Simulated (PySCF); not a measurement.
# [Pm(H2O)2]3+: other functionals and bases at one geometry

The task here is to estimate one member of a computed series from the others.

Program: PySCF 2.14.0. Level of theory: several levels, as the steps say, no spin–orbit coupling. These are calculated values, not measurements.

1 further run of the same task is left out (for a known fault of the program).

**The system as given**

7 atoms, charge 3, spin multiplicity 1.

Bond lengths: Pm1–O2 2.284 Å, Pm1–O5 2.283 Å, O2–H3 0.993 Å, O2–H4 0.992 Å, O5–H6 0.992 Å, O5–H7 0.993 Å. Angles: O2–Pm1–O5 110.1°, Pm1–O2–H3 128.0°, Pm1–O2–H4 129.4°, H3–O2–H4 102.5°, Pm1–O5–H6 129.2°, Pm1–O5–H7 128.2°, H6–O5–H7 102.6°.

Geometry (Å):

```xyz
7
charge 3, multiplicity 1
Pm   -0.16036    1.12124    0.00590
O     0.07712   -0.17644    1.87041
H     0.51642    0.06062    2.72884
H    -0.25630   -1.09454    2.04543
O    -0.02370   -0.16898   -1.87293
H     0.38011   -1.06780   -1.98771
H    -0.33803    0.04692   -2.78993
```

Formal oxidation states: Pm +3. Each metal's 4 4f electrons lie in its core potential, so multiplicities, spins and levels count the valence alone. An earlier session relaxed this geometry at PBE0, Pm lcecp-1-SVP with ECP50, O def2-SVP, H def2-SVP (singlet, point group C1).

At PBE0 on the finer grid: E = -185.504342 Eh, HOMO -26.24 eV, LUMO -18.43 eV, Mulliken charge on Pm1 +2.26 e, largest force component 0.023 eV/Å. 

Levels to run: PBE; HF; PBE0, TZVP. Hardware: 2 threads of Arm Neoverse V1, shared host.

The first run:

The input, run.py (the lines that set the calculation):

```python
mol = gto.M(atom='''
Pm    -0.16036     1.12124     0.00590
O      0.07712    -0.17644     1.87041
H      0.51642     0.06062     2.72884
H     -0.25630    -1.09454     2.04543
O     -0.02370    -0.16898    -1.87293
H      0.38011    -1.06780    -1.98771
H     -0.33803     0.04692    -2.78993''',
    basis={'Pm': 'lcecp-1-SVP', 'O': 'def2-SVP', 'H': 'def2-SVP'},
    ecp={'Pm': 'lcecp-1-SVP'},
    charge=3, spin=0)
mf = dft.RKS(mol, xc='PBE')
mf.grids.atom_grid = (75, 302)  # f atoms: unpruned, at least (60, 302)
mf = mf.density_fit()  # fitting sets: Pm AutoAux, O def2-universal-JKFIT, H def2-universal-JKFIT
mf.conv_tol = 1e-08; mf.max_cycle = 55
mf.kernel(dm0)  # dm0: the density of the relaxed state
```

On the command line:

```sh
OMP_NUM_THREADS=2 python run.py
```

Among the steps run: PBE; HF; PBE0, TZVP.

One of the session's tables, all rows but one given; the rest of the session is left out.

| level | HOMO (eV) | gap (eV) | charge on Pm1 (e) | dipole (D) | largest force component (eV/Å) |
| --- | --- | --- | --- | --- | --- |
| PBE0 (relaxed here) | -26.24 | 7.81 | 2.26 | 2.76 | 0.02 |
| PBE | -24.49 | 5.10 | 2.16 | 3.09 | 0.46 |
| HF | ? | ? | ? | ? | ? |
| PBE0, TZVP | -26.23 | 7.90 | 2.41 | 2.79 | 0.26 |

Q: Estimate the row for HF from the others.

As computed: HOMO (eV): -30.82; gap (eV): 15.97; charge on Pm1 (e): 2.48; dipole (D): 2.12; largest force component (eV/Å): 1.35. In the column «HOMO (eV)» it is the lowest.

The dipole of a charged species depends on the origin, so these sizes hold for this origin alone.

In one basis the HOMO–LUMO gap runs from 5.10 eV (PBE) to 15.97 eV (HF). The largest leftover force, 1.35 eV/Å with HF, stands at a geometry relaxed at another level. With 4f in the core, its levels are missing from HOMO and gap, and its count is fixed, so no charge can pass from the ligands into it. Total energies of different levels can't be compared.
